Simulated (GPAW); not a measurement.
Runs of GPAW 26.7.0 on CsH. The structure is cubic, space group Fm-3m (No. 225). The conventional cell has a = 6.376 Å, b = 6.376 Å, c = 6.376 Å, α = 90.00°, β = 90.00°, γ = 90.00°. Cs (site symmetry m-3m) is surrounded by 6 H at 3.19 Å. Around H (site symmetry m-3m) lie 6 Cs at 3.19 Å. 

```csv
level,gap on the mesh (eV),pressure (GPa),relaxed volume (Å³/atom)
PBEsol+D3,2.28,0.1,(b)
PBEsol+D4,(c),0.0,28.95
PBEsol,2.34,0.0,(a)
PBEsol+D3(BJ),2.24,0.0,28.59
PBEsol+D3(BJ)+ATM,2.25,0.0,28.70
```

Alike in all rows: task relaxation of cell and atoms; potentials or basis PAW data sets generated in the run's folder for this functional, pw; no spin polarisation; cell relaxed; k mesh 7 × 7 × 7; cutoff (eV) 600; smearing fermi-dirac 0.05 eV.

Fill in the values left out.

(a) 30.58; (b) 29.32; (c) 2.26.

Caveats: later steps reuse the first step's grids; spin-orbit coupling is left out, which moves the levels of the heavy elements; an odd mesh through Γ misses points on the zone boundary, where band edges often lie.

A k mesh can miss the band edges, and the runs leave out spin-orbit coupling on Cs.
